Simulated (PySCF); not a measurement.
# C3H3IO: the cost of one run

Computed with PySCF 2.14.0 and routines of our own; the level stands in each step. Atoms count from 0.

## Step 1: The system as given

8 atoms, charge 0, multiplicity 1; geometry from: GFN2-xTB.

## Step 2: Geometry optimisation at PBE0-D3(BJ)/def2-SVP

What the job is given:

```
{"job": {"xc": "PBE0", "basis": "def2-SVP", "d3": "d3bj", "grid": 1, "maxiter": 30, "shake": 0.01, "kind": "geom"}, "charge": 0, "multiplicity": 1}
C     -1.282510    -0.310800     0.050230
C     -0.173630     0.390720     0.174800
C      1.075650    -0.208690    -0.235940
O      1.330060    -1.274260    -0.693940
I      2.780820     1.131290     0.102010
H     -1.312330    -1.280040    -0.360670
H     -2.241680     0.130880     0.337030
H     -0.121250     1.401750     0.574010
```

Run with:

```bash
OMP_NUM_THREADS=1 python heavy_run.py task.json out
```

One launch serves the whole session: the jobs run in the order shown.

**Question.** How long does this first job take on 1 thread of Arm Neoverse V2, shared host, and how much memory does it need?

About 21 s, with a peak of 0.4 GiB.
